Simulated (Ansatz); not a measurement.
# C₂H₆O₂Si: a ladder of functionals and wavefunction methods

One table from this session's results is given with a row withheld; the runs are named, their logs left out.

Method: functionals in def2-TZVPP, the program's frozen cores in correlated methods; program: Ansatz 0.2.0, Gaussian basis.

The runs, in order: LDA (SPW92), PBE-D4, revPBE-D4, BLYP-D4, r2SCAN-D4, B97M-V, PBE0-D4, B3LYP-D4, r2SCANh-D4, r2SCAN0-D4, HSE06-D4, BHLYP-D4, CAM-B3LYP-D4, LC-ωPBE, ωB97X-V, ωB97M-V, B2PLYP, PBE-QIDH; CCSD(T)/def2-SVP; CCSD(T)/def2-TZVPP; MP2/def2-QZVPP; extrapolation to the limit; RPA on PBE.

## The geometry

An earlier PBE0-D4 in a triple-zeta def2 set relaxation fixed the geometry.

SMILES `CC(=O)O[SiH3]`, 11 atoms, charge 0, spin multiplicity 1.

Atoms are counted from 1 here; the program's logs count them from 0.

Bond lengths: C1–C2 1.494 Å, C1–H6 1.092 Å, C1–H7 1.087 Å, C1–H8 1.092 Å, C2–O3 1.204 Å, C2–O4 1.342 Å, O4–Si5 1.694 Å, Si5–H9 1.481 Å, Si5–H10 1.479 Å, Si5–H11 1.479 Å. Angles: C2–C1–H6 109.6°, C2–C1–H7 110.0°, C2–C1–H8 109.5°, H6–C1–H7 110.3°, H6–C1–H8 107.2°, H7–C1–H8 110.2°, C1–C2–O3 125.6°, C1–C2–O4 113.0°, O3–C2–O4 121.5°, C2–O4–Si5 116.2°, O4–Si5–H9 102.6°, O4–Si5–H10 110.7°, O4–Si5–H11 110.7°, H9–Si5–H10 110.4°, H9–Si5–H11 110.4°, H10–Si5–H11 111.7°.

As a file:

| atom | x (Å) | y (Å) | z (Å) |
| --- | --- | --- | --- |
| C1 | 0.0509 | -1.6337 | 1.0985 |
| C2 | 0.1183 | -0.6588 | -0.0312 |
| O3 | 0.3879 | -0.9277 | -1.1734 |
| O4 | -0.1592 | 0.5985 | 0.3455 |
| Si5 | -0.1064 | 1.7724 | -0.8741 |
| H6 | 0.7481 | -1.3335 | 1.8830 |
| H7 | 0.2909 | -2.6322 | 0.7426 |
| H8 | -0.9501 | -1.6185 | 1.5342 |
| H9 | -0.4501 | 3.0130 | -0.1425 |
| H10 | 1.2539 | 1.8722 | -1.4464 |
| H11 | -1.1188 | 1.4914 | -1.9154 |

The first run:

Input file in.yaml:

```yaml
crystal:
  periodic: [false, false, false]
  atoms:
    - {symbol: C, position_ang: [0.050859, -1.633717, 1.098491]}
    - {symbol: C, position_ang: [0.118348, -0.658800, -0.031201]}
    - {symbol: O, position_ang: [0.387858, -0.927744, -1.173390]}
    - {symbol: O, position_ang: [-0.159156, 0.598498, 0.345474]}
    - {symbol: Si, position_ang: [-0.106432, 1.772353, -0.874146]}
    - {symbol: H, position_ang: [0.748108, -1.333457, 1.883020]}
    - {symbol: H, position_ang: [0.290881, -2.632180, 0.742631]}
    - {symbol: H, position_ang: [-0.950106, -1.618511, 1.534189]}
    - {symbol: H, position_ang: [-0.450090, 3.012998, -0.142504]}
    - {symbol: H, position_ang: [1.253934, 1.872156, -1.446433]}
    - {symbol: H, position_ang: [-1.118805, 1.491403, -1.915432]}
basis:
  gaussian: {orbitals: def2-TZVPP}
hamiltonian: {xc: lda}
output: {orbitals: {seedname: orbitals}}
```

Steps of the session up to this table: LDA; PBE-D4 (GGA); revPBE-D4 (GGA); BLYP-D4 (GGA); r2SCAN-D4 (meta-GGA); B97M-V (meta-GGA); PBE0-D4 (hybrid); B3LYP-D4 (hybrid); r2SCANh-D4 (hybrid); r2SCAN0-D4 (hybrid); HSE06-D4 (hybrid); BHLYP-D4 (hybrid); CAM-B3LYP-D4 (range-separated); LC-ωPBE-D4 (range-separated; the results give it without D4); ωB97X-V (range-separated); ωB97M-V (range-separated); B2PLYP (double hybrid); PBE-QIDH (double hybrid).

One table of the session follows, with a row left open; its other results are not shown here.

It belongs to the step «Frontier levels by functional». 

```
  functional  HOMO (eV)  gap (eV)
 LDA (SPW92)      -6.82      5.35
      PBE-D4      -6.61      5.41
   revPBE-D4      -6.54      5.43
     BLYP-D4      -6.52      5.42
   r2SCAN-D4      -6.95      6.02
      B97M-V      -7.12      6.28
     PBE0-D4      -8.28      8.23
    B3LYP-D4      -8.02      7.69
  r2SCANh-D4      -7.58      7.08
  r2SCAN0-D4      -8.53      8.66
    HSE06-D4      -7.87      7.43
    BHLYP-D4      -9.92     10.90
CAM-B3LYP-D4          ?         ?
     LC-ωPBE     -11.10     13.43
     ωB97X-V     -10.77     12.94
     ωB97M-V     -10.73     12.53
```

Estimate the missing values for CAM-B3LYP-D4.

**Answer.** HOMO (eV): -9.77; gap (eV): 10.89. In the column «HOMO (eV)» it lies between BHLYP-D4 (-9.92) and r2SCAN0-D4 (-8.53).
